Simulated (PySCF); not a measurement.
# SiNH2BrClF (SMILES N[Si](F)(Cl)Br) at 5 levels

We compute a comparison of 5 runs (HF/3-21G, HF/def2-SVP, HF/6-311G**, PBE0/def2-SVP, MP2/def2-TZVP) of SiNH2BrClF. Input form: a Python script.

The results are computed with PySCF 2.14.0.

## (1) The system as given

SiNH2BrClF: 7 atoms, total charge 0, spin state singlet. As SMILES, `N[Si](F)(Cl)Br`. Geometry: relaxed at PBE0-D4/def2-TZVP. This is one conformer, not always the lowest.

Bond lengths: N1–Si2 1.676 Å, Si2–F3 1.585 Å, Si2–Cl4 2.029 Å, Si2–Br5 2.194 Å, N1–H6 1.005 Å, N1–H7 1.005 Å. Angles: N1–Si2–F3 114.8°, N1–Si2–Cl4 109.0°, N1–Si2–Br5 109.5°, F3–Si2–Cl4 105.7°, F3–Si2–Br5 105.5°, Cl4–Si2–Br5 112.4°, Si2–N1–H6 122.7°, Si2–N1–H7 122.5°, H6–N1–H7 113.9°.

## (2) Energy and gradient at HF/3-21G (run 1)

Input file geometry.xyz:

```xyz
7
BrClFH2NSi
N      0.804700    -0.380600     0.652300
Si    -0.391200     0.141600    -0.399500
F     -0.097000    -0.140000    -1.931600
Cl    -2.114500    -0.843600     0.018800
Br    -0.611300     2.318500    -0.235800
H      1.632600     0.156800     0.842400
H      0.838300    -1.320500     1.007800
```

Input file job.py:

```python
# N[Si](F)(Cl)Br
import pyscf.grad
from pyscf import gto, scf

mol = gto.Mole()
mol.atom = 'geometry.xyz'
mol.max_memory = 1860
mol.charge = 0
mol.verbose = 4
mol.basis = '3-21g'
mol.build()

mf = scf.RHF(mol)
mf.conv_tol = 1e-10
mf.kernel()
if not mf.converged:
    mf = mf.newton().run(mf.mo_coeff, mf.mo_occ)

e_tot = mf.e_tot
print('E(%s) = %.9f' % ('HF', e_tot))
grad = mf.Gradients().kernel()
mf.analyze()
```

Run with:

```
$ OMP_NUM_THREADS=1 python job.py
```

Log:

```text
PySCF version 2.14.0

[... 82 lines left out ...]
DFT Exchange-Correlation Energy =     -155.181979785294061
[... 8 lines left out ...]
MO #7   energy= -57.9851877808586  occ= 2
[... 6 lines left out ...]
MO #14  energy= -7.97786377242771  occ= 2
[... 6 lines left out ...]
MO #21  energy= -4.3666117729249   occ= 2
[... 6 lines left out ...]
MO #28  energy= -1.19700325859274  occ= 2
[... 6 lines left out ...]
MO #35  energy= -0.67001138031337  occ= 2
[... 6 lines left out ...]
MO #42  energy= -0.435420649602587 occ= 2
[... 6 lines left out ...]
MO #49  energy= 0.416414426101663  occ= 0
[... 6 lines left out ...]
MO #56  energy= 0.834753700508949  occ= 0
[... 6 lines left out ...]
MO #63  energy= 1.43200866473088   occ= 0
[... 6 lines left out ...]
MO #70  energy= 3.82382098628875   occ= 0
[... 41 lines left out ...]
pop of  3 Cl 3py          1.84200
pop of  3 Cl 3pz          1.92509
pop of  3 Cl 4px          0.00148
pop of  3 Cl 4py          0.00217
pop of  3 Cl 4pz          0.00093
pop of  4 Br 1s           2.00000
pop of  4 Br 2s           1.99991
pop of  4 Br 3s           1.99928
pop of  4 Br 4s           1.89985
pop of  4 Br 5s           0.00629
pop of  4 Br 2px          1.99998
pop of  4 Br 2py          1.99997
pop of  4 Br 2pz          1.99998
pop of  4 Br 3px          1.99985
pop of  4 Br 3py          1.99974
pop of  4 Br 3pz          1.99985
pop of  4 Br 4px          1.93170
pop of  4 Br 4py          1.44597
pop of  4 Br 4pz          1.93708
pop of  4 Br 5px          0.00139
pop of  4 Br 5py          0.00189
pop of  4 Br 5pz          0.00083
pop of  4 Br 3dxy         1.99982
pop of  4 Br 3dyz         1.99985
pop of  4 Br 3dz^2        1.99988
pop of  4 Br 3dxz         2.00000
pop of  4 Br 3dx2-y2      1.99962
pop of  5 H 1s            0.74805
pop of  5 H 2s            0.01161
pop of  6 H 1s            0.74832
pop of  6 H 2s            0.01165
 ** Mulliken atomic charges  **
charge of    0N =     -0.71789
charge of    1Si =      1.22873
charge of    2F =     -0.47182
charge of    3Cl =     -0.29670
charge of    4Br =     -0.22270
charge of    5H =      0.24034
charge of    6H =      0.24003
Dipole moment(X, Y, Z, Debye):  3.05013, -0.90979,  1.79448
```

Run time: 4.2 s. Hardware: 1 thread of Intel Xeon at 2.70GHz, shared host; peak memory 0.14 GiB.

## (3) Energy and gradient at HF/def2-SVP (run 2)

Input file job.py:

```python
from pyscf import gto

system = gto.M(
    atom='''
N      1.520663    -0.719230     1.232668
Si    -0.739261     0.267585    -0.754946
F     -0.183303    -0.264562    -3.650195
Cl    -3.995826    -1.594173     0.035527
Br    -1.155190     4.381330    -0.445597
H      3.085167     0.296309     1.591905
H      1.584157    -2.495383     1.904466
''',
    unit='bohr',
    verbose=4,
    max_memory=1860,
    basis='def2-svp',
)

mf = system.RHF()
mf.conv_tol = 1e-10
mf.kernel()
if not mf.converged:
    mf = mf.newton().run(mf.mo_coeff, mf.mo_occ)

etot = mf.e_tot
print('Final energy', etot)
grad = mf.nuc_grad_method().kernel()
dip = mf.dip_moment()
pop, q = mf.mulliken_pop()
```

Run with:

```
$ OMP_NUM_THREADS=1 python job.py
```

Log:

```text
PySCF version 2.14.0

[... 61 lines left out ...]
converged SCF energy = -3475.43045817466
Final energy -3475.430458174658
[... 13 lines left out ...]
Dipole moment(X, Y, Z, Debye):  2.04876, -0.93292,  1.81130
[... 75 lines left out ...]
pop of  4 Br 3pz          1.99620
pop of  4 Br 4px          0.82067
pop of  4 Br 4py          0.68311
pop of  4 Br 4pz          0.83094
pop of  4 Br 5px          1.10744
pop of  4 Br 5py          0.81398
pop of  4 Br 5pz          1.10950
pop of  4 Br 3dxy         1.64493
pop of  4 Br 3dyz         1.64498
pop of  4 Br 3dz^2        1.64598
pop of  4 Br 3dxz         1.64625
pop of  4 Br 3dx2-y2      1.64529
pop of  4 Br 4dxy         0.34660
pop of  4 Br 4dyz         0.34655
pop of  4 Br 4dz^2        0.34579
pop of  4 Br 4dxz         0.34524
pop of  4 Br 4dx2-y2      0.34701
pop of  4 Br 5dxy         0.01370
pop of  4 Br 5dyz         0.01286
pop of  4 Br 5dz^2        0.01425
pop of  4 Br 5dxz         0.00870
pop of  4 Br 5dx2-y2      0.02437
pop of  5 H 1s            0.69519
pop of  5 H 2s            0.08288
pop of  5 H 2px           0.02278
pop of  5 H 2py           0.01503
pop of  5 H 2pz           0.01231
pop of  6 H 1s            0.69442
pop of  6 H 2s            0.08397
pop of  6 H 2px           0.00882
pop of  6 H 2py           0.02704
pop of  6 H 2pz           0.01428
 ** Mulliken atomic charges  **
charge of    0N =     -0.52051
charge of    1Si =      1.27424
charge of    2F =     -0.43588
charge of    3Cl =     -0.31726
charge of    4Br =     -0.34387
charge of    5H =      0.17181
charge of    6H =      0.17147
```

It took 13 s on 1 thread of Intel Xeon at 2.70GHz, shared host; peak memory 0.24 GiB.

## (4) Energy and forces at HF/6-311G(d,p) (run 3)

Input file input.xyz:

```xyz
7

N      0.804700    -0.380600     0.652300
Si    -0.391200     0.141600    -0.399500
F     -0.097000    -0.140000    -1.931600
Cl    -2.114500    -0.843600     0.018800
Br    -0.611300     2.318500    -0.235800
H      1.632600     0.156800     0.842400
H      0.838300    -1.320500     1.007800
```

Input file job.py:

```python
from pyscf import gto

mol = gto.M(
    atom='input.xyz',
    basis='6-311g**',
    verbose=4,
    max_memory=1860,
)

mf = mol.RHF()
mf.conv_tol = 1e-10
mf.kernel()
if not mf.converged:
    mf = mf.newton().run(mf.mo_coeff, mf.mo_occ)

e_final = mf.e_tot
print('E = %.10f Eh' % e_final)
grad = mf.nuc_grad_method().kernel()
mf.analyze()
```

Run with:

```
$ OMP_NUM_THREADS=1 python job.py
```

Log:

```text
PySCF version 2.14.0

[... 87 lines left out ...]
MO #1   energy= -490.033887131326  occ= 2
[... 12 lines left out ...]
MO #14  energy= -8.04277895510246  occ= 2
[... 12 lines left out ...]
MO #27  energy= -1.61386850085692  occ= 2
[... 12 lines left out ...]
MO #40  energy= -0.460946445059147 occ= 2
[... 12 lines left out ...]
MO #53  energy= 0.401475347428752  occ= 0
[... 12 lines left out ...]
MO #66  energy= 0.834248338414378  occ= 0
[... 12 lines left out ...]
MO #79  energy= 1.25547444688356   occ= 0
[... 12 lines left out ...]
MO #92  energy= 2.05578264335542   occ= 0
[... 12 lines left out ...]
MO #105 energy= 3.05788927711796   occ= 0
[... 12 lines left out ...]
MO #118 energy= 4.77990472825585   occ= 0
[... 12 lines left out ...]
MO #131 energy= 12.1283723380047   occ= 0
[... 12 lines left out ...]
MO #144 energy= 1028.32936295554   occ= 0
[... 115 lines left out ...]
pop of  4 Br 7pz          0.00017
pop of  4 Br 8px          0.00032
pop of  4 Br 8py          0.00051
pop of  4 Br 8pz          0.00032
pop of  4 Br 3dxy         2.00000
pop of  4 Br 3dyz         2.00000
pop of  4 Br 3dz^2        1.99999
pop of  4 Br 3dxz         1.99999
pop of  4 Br 3dx2-y2      1.99999
pop of  4 Br 4dxy         0.00265
pop of  4 Br 4dyz         0.00235
pop of  4 Br 4dz^2        0.00359
pop of  4 Br 4dxz         0.00009
pop of  4 Br 4dx2-y2      0.00968
pop of  4 Br 5dxy         0.00007
pop of  4 Br 5dyz         0.00006
pop of  4 Br 5dz^2        0.00009
pop of  4 Br 5dxz         0.00001
pop of  4 Br 5dx2-y2      0.00026
pop of  5 H 1s            0.73065
pop of  5 H 2s            0.00730
pop of  5 H 3s            0.00419
pop of  5 H 2px           0.00119
pop of  5 H 2py           0.00050
pop of  5 H 2pz           0.00120
pop of  6 H 1s            0.73114
pop of  6 H 2s            0.00741
pop of  6 H 3s            0.00418
pop of  6 H 2px           0.00036
pop of  6 H 2py           0.00120
pop of  6 H 2pz           0.00135
 ** Mulliken atomic charges  **
charge of    0N =     -0.76894
charge of    1Si =      1.35704
charge of    2F =     -0.53925
charge of    3Cl =     -0.28854
charge of    4Br =     -0.26965
charge of    5H =      0.25498
charge of    6H =      0.25436
Dipole moment(X, Y, Z, Debye):  2.24658, -0.83827,  1.85604
```

It took 25 s on 1 thread of Intel Xeon at 2.70GHz, shared host; peak memory 0.53 GiB.

Run 4 isn't shown in full; the table further down has it.

## (5) Energy and forces at MP2/def2-TZVP (run 5)

Input file run.py:

```python
# N[Si](F)(Cl)Br
from pyscf import gto, mp

mol = gto.M(
    atom='''
N        0.804700      -0.380600       0.652300
Si      -0.391200       0.141600      -0.399500
F       -0.097000      -0.140000      -1.931600
Cl      -2.114500      -0.843600       0.018800
Br      -0.611300       2.318500      -0.235800
H        1.632600       0.156800       0.842400
H        0.838300      -1.320500       1.007800
''',
    basis='def2-tzvp',
    verbose=4,
    max_memory=1860,
    spin=0,
)

calc0 = mol.RHF()
calc0.conv_tol = 1e-10
calc0.kernel()
if not calc0.converged:
    calc0 = calc0.newton().run(calc0.mo_coeff, calc0.mo_occ)

pt = mp.MP2(calc0, frozen=21).run()
e_tot = pt.e_tot
print('E = %.10f Eh' % e_tot)
grad = pt.nuc_grad_method().kernel()
calc0.analyze()
```

Run with:

```
$ OMP_NUM_THREADS=1 python run.py
```

Log:

```text
PySCF version 2.14.0

[... 87 lines left out ...]
Two-electron Energy =                 1887.367360049667923
[... 19 lines left out ...]
MO #16  energy= -7.45042157218473  occ= 2
[... 17 lines left out ...]
MO #34  energy= -0.681352275137774 occ= 2
[... 17 lines left out ...]
MO #52  energy= 0.302507324769429  occ= 0
[... 17 lines left out ...]
MO #70  energy= 0.669367834028127  occ= 0
[... 17 lines left out ...]
MO #88  energy= 1.25970329258699   occ= 0
[... 17 lines left out ...]
MO #106 energy= 1.75025572450351   occ= 0
[... 17 lines left out ...]
MO #124 energy= 2.19983268415514   occ= 0
[... 17 lines left out ...]
MO #142 energy= 2.81204182309245   occ= 0
[... 17 lines left out ...]
MO #160 energy= 4.52708913210881   occ= 0
[... 17 lines left out ...]
MO #178 energy= 7.38103574576038   occ= 0
[... 17 lines left out ...]
MO #196 energy= 58.7215186643927   occ= 0
[... 167 lines left out ...]
pop of  4 Br 4dxz         0.00017
pop of  4 Br 4dx2-y2      0.01192
pop of  4 Br 5dxy         0.00074
pop of  4 Br 5dyz         0.00047
pop of  4 Br 5dz^2        0.00020
pop of  4 Br 5dxz         0.00011
pop of  4 Br 5dx2-y2      0.00028
pop of  4 Br 6dxy         0.00004
pop of  4 Br 6dyz         0.00003
pop of  4 Br 6dz^2        0.00003
pop of  4 Br 6dxz         0.00001
pop of  4 Br 6dx2-y2      0.00011
pop of  4 Br 4f-3         0.00102
pop of  4 Br 4f-2         0.00005
pop of  4 Br 4f-1         0.00073
pop of  4 Br 4f+0         0.00022
pop of  4 Br 4f+1         0.00005
pop of  4 Br 4f+2         0.00032
pop of  4 Br 4f+3         0.00053
pop of  5 H 1s            0.73105
pop of  5 H 2s            0.00620
pop of  5 H 3s            0.00378
pop of  5 H 2px           0.00093
pop of  5 H 2py           0.00041
pop of  5 H 2pz           0.00103
pop of  6 H 1s            0.73119
pop of  6 H 2s            0.00622
pop of  6 H 3s            0.00378
pop of  6 H 2px           0.00028
pop of  6 H 2py           0.00097
pop of  6 H 2pz           0.00113
 ** Mulliken atomic charges  **
charge of    0N =     -0.78626
charge of    1Si =      1.42224
charge of    2F =     -0.55329
charge of    3Cl =     -0.31179
charge of    4Br =     -0.28392
charge of    5H =      0.25658
charge of    6H =      0.25643
Dipole moment(X, Y, Z, Debye):  1.88991, -0.88157,  1.70993
```

Wall time 5.6 min (1 thread of Intel Xeon at 2.70GHz, shared host); peak memory 3.1 GiB.

## (6) Overview of the runs

| run | level | integration grid | frozen core orbitals | energy (Eh) | dipole moment (D) of the reference | HOMO energy (eV) | LUMO energy (eV) | wall time |
| --- | --- | --- | --- | --- | --- | --- | --- | --- |
| 1 | HF/3-21G | – | – | -3459.134397 | 3.65 | -11.85 | 3.98 | 4.2 s |
| 2 | HF/def2-SVP | – | – | -3475.430458 | 2.89 | -11.70 | 4.25 | 13 s |
| 3 | HF/6-311G** | – | – | -3476.116354 | 3.03 | -11.82 | 3.60 | 25 s |
| 4 | PBE0/def2-SVP | 5 | – | -3478.448544 | 2.78 | -8.23 | 0.66 | 41 s |
| 5 | MP2/def2-TZVP | – | 21 | -3477.241524 | 2.70 | -11.74 | 3.25 | 5.6 min |

## (7) Summary of results

```
                                           quantity           value
                                run 5: total energy  -3477.24152 Eh
        run 5: dipole moment (Hartree–Fock density)          2.70 D
         run 5: HOMO energy (Hartree–Fock orbitals)       -11.74 eV
         run 5: LUMO energy (Hartree–Fock orbitals)         3.25 eV
       run 5: HOMO–LUMO gap (Hartree–Fock orbitals)        14.99 eV
run 5: correlation energy (21 core orbitals frozen)     -1025.6 mEh
                    run 5: largest force on an atom      0.156 eV/Å
```

In words: Over runs 1, 2, 3, 4 the dipole moment (its size) runs from 2.78 D (PBE0/def2-SVP) to 3.65 D (HF/3-21G). The two ends differ in method and basis. Over runs 1, 2, 3, 4 the HOMO–LUMO gap runs from 8.89 eV (PBE0/def2-SVP) to 15.95 eV (HF/def2-SVP). Exact exchange widens orbital gaps. All runs together took 7 min, the longest 5.6 min.
